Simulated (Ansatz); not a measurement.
# Pt: a tetragonal deformation path

An exercise on one series of results from a longer session: the logs are not shown, and one member is left open.

The COD entry's cell or inner coordinates are ideal or old and differ from later refinements, so a difference from it is no clean test against experiment.

Method: DFT PBEsol, scalar-relativistic, plane waves, PAW, in Ansatz 0.2.0.

## The starting structure

It takes space group Fm-3m (No. 225, cubic). The conventional cell has a = 3.916 Å, b = 3.916 Å, c = 3.916 Å, α = 90.00°, β = 90.00°, γ = 90.00°. Pt (site symmetry m-3m) is surrounded by 12 Pt at 2.77 Å.

Structure file:

```xyz
1
Lattice="0.0000 1.9579 1.9579 1.9579 0.0000 1.9579 1.9579 1.9579 0.0000" Properties=species:S:1:pos:R:3 pbc="T T T"
Pt    0.0000    0.0000    0.0000
```

No relaxation comes first: the listed cell is the starting point.

## The reference cell

The reference gives a free energy of -12383.8304 eV, pressure 0.61 GPa, largest force 0.000 eV/Å and gap on the mesh none (metal). It was computed beforehand with the settings of the runs below.

Set-up of the first run:

At fixed volume and fractional coordinates, lengths along (0.000, 0.000, 1.000) are scaled against those across it; ρ is that ratio over its starting value.

File input.yaml:

```yaml
crystal:
  lattice:
    - [0.0, 2.1977790799, 1.5538298095]
    - [2.1977790799, 0.0, 1.5538298095]
    - [2.1977790799, 2.1977790799, 0.0]
  atoms:
    - { symbol: Pt, position: [0.0, 0.0, 0.0] }
basis:
  ecutwfc: 420
kpoints:
  mp_grid: { grid: [24, 24, 24] }
hamiltonian:
  xc: pbesol
scf:
  occupations: { method: gaussian, width: 0.15 }
output:
  forces: true
  stress: true
  eigenvalues: true
  write_density: true
  write_potential: true
  elf: true
  volumetric_format: npy
```

The run is started by

```
$ ansatz run input.yaml --threads 1 --pin off --max-ram 2560MiB --backend cpu --events-out ev --progress --plain --runs-dir out
```

Steps of the session up to this table: ρ = 0.707; ρ = 1.414; At ρ = 0.850; ρ = 1.200; ρ = 0.780; At ρ = 1.300; Point ρ = 0.920; Point ρ = 1.100; At ρ = 0.650; ρ = 1.500; ρ = 0.960; Point ρ = 1.050.

One table of the session follows, with a row left open; its other results are not shown here.

It belongs to the step «The scan collected». Collected from the runs (energy zero: the undisturbed cell):

| ρ | ΔE (meV/atom) | pressure (GPa) |
| --- | --- | --- |
| 0.650 | 96.2 | 3.4 |
| 0.707 | 121.2 | 3.8 |
| 0.780 | 94.9 | 3.2 |
| 0.850 | 54.1 | 2.3 |
| 0.920 | 18.5 | 1.2 |
| 0.960 | 5.0 | 0.8 |
| 1.000 | 0.0 | 0.6 |
| 1.050 | 9.0 | 0.9 |
| 1.100 | 37.0 | 1.9 |
| 1.200 | 149.2 | 6.0 |
| 1.300 | 336.9 | 13.1 |
| 1.414 | ? | ? |
| 1.500 | 909.6 | 35.7 |

Estimate the missing values for ρ = 1.414.

Worked estimate for «ΔE (meV/atom)». A straight line through the neighbours (1.300, 336.9) and (1.500, 909.6) gives 336.9 + (909.6 − 336.9) × (1.414 − 1.300) / (1.500 − 1.300) = 663.3; a parabola fitted to 3 rows on both sides gives 631.1.

As computed: ΔE (meV/atom): 631.5; pressure (GPa): 24.6. In «ΔE (meV/atom)» the line misses by +31.8 and the parabola by -0.4.
